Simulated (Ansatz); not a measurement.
Task: a relaxation followed by a look at the electronic structure of CaPd, space group Pm-3m, with Ansatz's Python interface. Give the script and its output. Settings (first run): r2SCAN, PAW, cutoff 762 eV, 6×6×6 k-points, Fermi-Dirac smearing of 0.2 eV.

The script reads `capd.xyz`:
```text
2
Lattice="3.50568548 0.0 0.0 0.0 3.50568548 0.0 0.0 0.0 3.50568548" Properties=species:S:1:pos:R:3 pbc="T T T"
Ca    0.00000000    0.00000000    0.00000000
Pd    1.75284274    1.75284274    1.75284274
```

`pipeline_capd.py`:
```python
"""From the given cell of CaPd to a relaxed cell, its gap and its density of states."""

import ansatz as az
import numpy as np


def count_gap(report):
    # lowest empty less highest filled band, counting bands; zero where they overlap
    return max(report.get("gap_by_band_count_ev") or 0.0, 0.0)


def configured(crystal, spacing):
    return (
        crystal.calculation()
        .basis(28 * az.Ha)
        .occupations(az.OccupationsMethod.FERMI_DIRAC, width=0.2)
        .functional("r2scan")
        .scf(tolerance=1e-06, lower_state_search="off")
        .kpoints(spacing=spacing)
    )

capd = az.Crystal.from_extxyz("capd.xyz")

relaxed = configured(capd, 0.3).relax(cell=True, force_tolerance=0.01, max_steps=40).checkpoint(write="relax.run", compress=False).run()
cell = np.asarray(relaxed.lattice.cell_ang)
print("relaxed edges (A):", np.linalg.norm(cell, axis=1).round(4), " volume:", round(abs(np.linalg.det(cell)), 3), "A^3")
for site in relaxed.lattice.sites:
    print(" ", site.symbol, np.round(site.position_frac, 4) + 0.0)

final = az.Crystal.from_checkpoint("relax.run")
res = configured(final, 0.22).functional("r2scan").stress().band_table().density_of_states(energy_step=0.05).run()
summary = res.report
dos = res.density_of_states()
print(f"pressure at the relaxed cell {np.trace(summary['stress_gpa']) / 3:.3f} GPa, gap by band count {count_gap(summary):.3f} eV")
if count_gap(summary) == 0:
    print("states/eV at the Fermi level:", round(float(np.interp(dos.fermi_ev, dos.energies_ev, dos.spin_summed_g_bin_mean_per_ev)), 3))
```

```console
$ python pipeline_capd.py
DeckWarning: scf.convergence.dr2_threshold = 1e-6 eV is looser than this run's default, which is 1e-7 eV or tighter. The error in the forces grows as the threshold's square root, so leave the key out unless less accurate forces are enough
DeckWarning: relax.cell: scf.convergence.dr2_threshold = 1e-6 eV is looser than the 2e-10 eV advised for a relaxation that steers and ends on the stress (1e-10 eV for each atom of the cell: 2). What [...]
relaxed edges (A): [3.5119 3.5119 3.5119]  volume: 43.316 A^3
  Ca [0. 0. 0.]
  Pd [0.5 0.5 0.5]
DeckWarning: crystal.checkpoint: the structure is that of relax.run, a `relax` run, at its step 3: its result, under r2scan at a charge of 0 e; 2 atoms read, 0 with a starting moment [...]
DeckWarning: output.stress: scf.convergence.dr2_threshold = 1e-6 eV is looser than the 2e-10 eV advised for a printed stress (1e-10 eV for each atom of the cell: 2). What an SCF threshold leaves in a [...]
pressure at the relaxed cell -0.411 GPa, gap by band count 0.000 eV
states/eV at the Fermi level: 0.584
```
(Warnings from the package without file and line, shortened.)

Reading the output:
- These settings explore the input space; cutoff and mesh may be short of convergence.
- An absolute Fermi energy rests on an arbitrary zero of the periodic potential and has no direct meaning.
- The smearing is wide enough that free energy and stress hold a thermal part of the electrons.
- A gap by band count of zero or less means overlapping bands, a metal.
- The structure comes from a database of computed cells and needn't be a stable or known phase.
- Gaps and levels are Kohn-Sham values on a finite set of k-points, without spin-orbit coupling.
- Where the second run takes another functional or mesh than the relaxation, its pressure isn't zero; pressure is positive in compression.
- The computed bands are complete only to about 4.5 eV above the Fermi level; beyond that the density of states is undercounted.
- Run time: 24 s on 1 thread of Arm Neoverse V1 (shared host), peak memory 0.59 GiB.

(Lines on the test bed's own set-up are left out of the output.)
